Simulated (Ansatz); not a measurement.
**KH: how energies converge with the basis set**

One table from this session's results is given with a row withheld; the runs are named, their logs left out.

The runs use Ansatz 0.2.0, Gaussian basis; one geometry, several basis sets.

Levels to be run: PBE0-D4/def2-SVP; ωB97M-V/def2-SVP; PBE0-D4/def2-QZVPP; ωB97M-V/def2-QZVPP; the functionals' def2-TZVPP values are taken from earlier runs.

### Structure used throughout

An earlier PBE0-D4 in a triple-zeta def2 set relaxation fixed the geometry.

SMILES `[KH]`, 2 atoms, charge 0, spin multiplicity 1.

Atoms are counted from 1 here; the program's logs count them from 0.

Bond lengths: K1–H2 2.263 Å.

Set-up of the first run:

Input file in.yaml:

```yaml
crystal:
  periodic: [false, false, false]
  atoms:
    - {symbol: K, position_ang: [0.965054, -0.322288, 0.494575]}
    - {symbol: H, position_ang: [-0.965054, 0.322288, -0.494575]}
basis:
  gaussian: {orbitals: def2-SVP}
hamiltonian: {xc: pbe0, dispersion: d4}
output: {orbitals: {seedname: orbitals}}
```

Command:

```bash
> ansatz run in.yaml --threads 2 --pin off --events-out ev --progress --plain --max-ram 32768MiB --backend cpu
```

Among the steps run: PBE0-D4 in def2-SVP; ωB97M-V in def2-SVP; PBE0-D4 in def2-QZVPP; ωB97M-V in def2-QZVPP.

One table of the session follows, with a row left open; its other results are not shown here.

It belongs to the step «Functionals by basis». 

```
functional       basis  HOMO (eV)  LUMO (eV)
   PBE0-D4    def2-SVP      -4.23      -1.15
   PBE0-D4  def2-TZVPP      -4.25      -1.12
   PBE0-D4  def2-QZVPP      -4.27      -1.15
   ωB97M-V    def2-SVP          ?          ?
   ωB97M-V  def2-TZVPP      -6.28      -0.39
   ωB97M-V  def2-QZVPP      -6.31      -0.55
```

**Question.** Estimate the row for ωB97M-V, def2-SVP.

The run gave: HOMO (eV): -6.23; LUMO (eV): -0.40. In the column «HOMO (eV)» it lies between ωB97M-V, def2-TZVPP (-6.28) and PBE0-D4, def2-QZVPP (-4.27).
